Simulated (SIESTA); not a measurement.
NaLaMnMoO6 under changes of volume

One of the cells (13.490 Å³/atom); the others are scaled copies at fixed shape and fractional positions:

```xyz
10
Lattice="5.0107 -2.9005 0.0207 5.0107 2.9005 0.0207 -3.0811 0.0000 4.6283" Properties=species:S:1:pos:R:3 pbc="T T T"
Na    8.4291    0.0000    2.3550
La    5.1181    0.0000    3.6794
Mn    1.8966    0.0000    0.9273
Mo    1.9248    0.0000    4.6361
O     1.1486    0.0000    2.8541
O     3.0994    1.4488    4.0806
O     3.6952    1.2783    0.7278
O     3.6952   -1.2783    0.7278
O     3.0994   -1.4488    4.0806
O     6.0651    0.0000    1.6144
```

The cell was built by a generator and needn't be a form met in nature.

* Program: SIESTA 5.4.2
* Functional: PBE
* Potentials or basis: PseudoDojo 0.4 standard (PBE files)
* Basis: DZP (energy shift 0.003 Ry; two zetas on semicore shells)
* Grid cutoff: 800 Ry
* Energy shift: 0.003 Ry
* k mesh: 6 × 6 × 6
* Occupations: fermi-dirac, width 0.05 eV
* Spin: collinear spin, ferromagnetic start
* Starting moments: [0.0, 0.0, 4.0, 1.0, 0.0, 0.0, 0.0, 0.0, 0.0, 0.0] μB

```tsv
volume (Å³/atom)	energy over the lowest point (meV/atom)	pressure (GPa)	gap on the mesh (eV)	largest force (eV/Å)
12.432	63.20	17.5	0.81	1.750
12.697	37.98	13.1	0.83	1.412
12.961	19.64	9.1	0.85	1.115
13.490	?	?	?	?
13.755	0.00	-0.6	0.90	0.599
14.019	3.26	-3.3	0.91	0.615
```

Question: What does the run at 13.490 Å³/atom give?

Answer: Energy over the lowest point 1.30 meV/atom; pressure 2.3 GPa; gap on the mesh 0.89 eV; largest force 0.686 eV/Å.

Worked out: A Birch-Murnaghan fit of order 3 (a polynomial in V^(-2/3)) to the other rows has its minimum at 13.69 Å³/atom with B0 = V·E''(V) = 147 GPa and B' = 4.3 at fixed shape and positions, which overstates the stiffness. It gives 1.27 meV/atom at 13.490 Å³/atom, against the run's 1.30, and -dE/dV = 2.3 GPa, against 2.3. A straight line through the other rows of the gap, of slope 0.841 eV per unit of ln V, gives 0.88 eV, against the run's 0.89.

Energies are extrapolated to zero smearing.

Caveats: short orbitals over semicore shells can move pressures by several GPa; spin-orbit coupling is left out, which moves the levels of the heavy elements; the basis of atomic orbitals isn't converged, which shifts pressures, moduli and gaps; a cell with one magnetic atom can't hold antiferromagnetic order, which such compounds often take; forces of over 1 eV/Å show positions far from the minimum, so gaps and moduli don't describe the material at rest (some runs).

A mesh can miss the band edges.
